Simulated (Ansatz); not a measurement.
# CoH+ (doublet): the correlation ladder, def2-SVP

The task here is to estimate one member of a computed series from the others.

Method: def2-SVP, core rule «outside noble gas», up to 9 orbitals frozen; program: Ansatz 0.2.0, Gaussian basis.

Plan: UHF; CCSD(T) on ROHF; CCSD(T) on UHF; CISD; CCSDT(Q) on ROHF; CCSDT(Q) on UHF.

17 further runs of the same task are left out: 2 for a known fault of the program, 4 that didn't finish, 11 set aside as unsound or not needed.

### The geometry

The geometry is a PBE0/def2-TZVP stationary point (not a proven minimum) of the parent state, kept for this charge and spin.

2 atoms, charge 1, spin multiplicity 2.

Atoms are counted from 1 here; the program's logs count them from 0.

Bond lengths: Co1–H2 1.524 Å.

Set-up of the first run:

in.yaml

```yaml
crystal:
  periodic: [false, false, false]
  atoms:
    - {symbol: Co, position_ang: [0.000000, 0.000000, 0.000000]}
    - {symbol: H, position_ang: [0.000000, 0.000000, 1.524200]}
basis:
  gaussian: {orbitals: def2-SVP}
total_charge: 1
magnetization: {spin_polarized: true, initial_magnetization: 1}
hamiltonian: {xc: hf}
output: {orbitals: {seedname: orbitals}}
```

Started as:

```
> ansatz run in.yaml --threads 1 --pin off --events-out ev --progress --plain --max-ram 2393MiB
```

Among the steps run: UHF; CCSD(T) on ROHF; CCSD(T) on UHF; CISD; CCSDT(Q) on ROHF; CCSDT(Q) on UHF.

One of the session's tables, all rows but one given; the rest of the session is left out.

```
   method  from RCCSDT(Q) (meV)
     ROHF               +6008.0
     RMP2               +1182.1
     UMP2                +969.6
     CISD                +811.5
    RCCSD                +276.6
    UCCSD                     ?
 RCCSD(T)                  +1.3
 UCCSD(T)                -865.4
   RCCSDT                 +17.7
   UCCSDT               -1041.7
RCCSDT(Q)                     0
UCCSDT(Q)               -1085.6
```

Q: Estimate the row for UCCSD from the others.

The run gave: from RCCSDT(Q) (meV): -271.9. In the column «from RCCSDT(Q) (meV)» it lies between UCCSD(T) (-865.4) and RCCSDT(Q) (0).

Left out of the table: UHF (another determinant or state than the rows shown).

Caveats from the session: The determinant is far from a pure spin state, so its energy mixes those of several spin states (harmless only where they are near-degenerate, as at dissociation). The program flags UCCSD(T), UCCSDT(Q) as in doubt, so those rows may rest on another solution; read them beside their warnings. Warnings: spin contamination; coupled cluster took another determinant than the lowest; large T1 diagnostic. Restricted and unrestricted rows rest on different reference determinants; where their highest levels disagree by more than a few hundredths of an eV, they describe different states and don't form one ladder.
